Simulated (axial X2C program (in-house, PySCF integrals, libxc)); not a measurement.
# Linear WOH⁺ at several levels

An exercise on one series of results from a longer session: the logs are not shown, and one member is left open.

Computed with an in-house X2C program for linear molecules on PySCF integrals. Level: all-electron X2C, two-component (2c) or spin-free, W dyall-v3z, O dyall-av3z, H dyall-v3z.

All values are calculated.

2 further runs of the same task are left out: 2 set aside as unsound or not needed.

Set-up of the first run:

Contents of task.json:

```json
{
 "zs": [
  74,
  8,
  1
 ],
 "q": 1,
 "bas": [
  "dyall-v3z",
  "dyall-av3z",
  "dyall-v3z"
 ],
 "r0": [
  2.0,
  0.96
 ],
 "symm": 0,
 "scan": [
  "PBE0",
  "HF",
  "TPSSh"
 ],
 "levels": [
  "PBE0",
  "HF",
  "BHandHLYP"
 ],
 "nst": 2
}
```

Keys: zs atomic numbers; q charge; bas basis sets; r0 starting distance in Å; symm equal bonds; scan levels of the two-bond scan (MP2 follows by itself at each HF point); levels methods; nst determinants followed.

Launch:

```console
$ python solin.py task.json out
```

Masses W 183.951, O 15.995, H 1.008 u.

Among the steps run: Scan at PBE0, 2c; Scan at HF, 2c; Scan at TPSSh, 2c.

One of the session's tables, all rows but one given; the rest of the session is left out.

```
           level  r(W–O) (Å)  r(O–H) (Å)  lower stretch (cm⁻¹)  upper stretch (cm⁻¹)
        PBE0, 2c       1.773       0.963                 878.8                3856.3
          HF, 2c       1.791       0.942                 867.8                4101.4
       TPSSh, 2c       1.779       0.967                 867.1                3788.8
         MP2, 2c       1.789       0.966                 865.2                3806.5
 PBE0, spin-free           ?           ?                     ?                     ?
   HF, spin-free       1.793       0.942                 868.6                4102.7
TPSSh, spin-free       1.782       0.967                 868.5                3792.9
  MP2, spin-free       1.791       0.966                 866.7                3810.7
```

**Question.** Estimate the row for PBE0, spin-free.

As computed: r(W–O) (Å): 1.775; r(O–H) (Å): 0.963; lower stretch (cm⁻¹): 879.5; upper stretch (cm⁻¹): 3859.3. In the column «r(W–O) (Å)» it lies between PBE0, 2c (1.773) and TPSSh, 2c (1.779).

Scans not shown above were run alike.

Caveats from the session: The molecule was held linear; bending was not examined, so a bent shape may lie lower. Note: functional without a current term on a determinant with orbital currents, of the molecule or an atom.
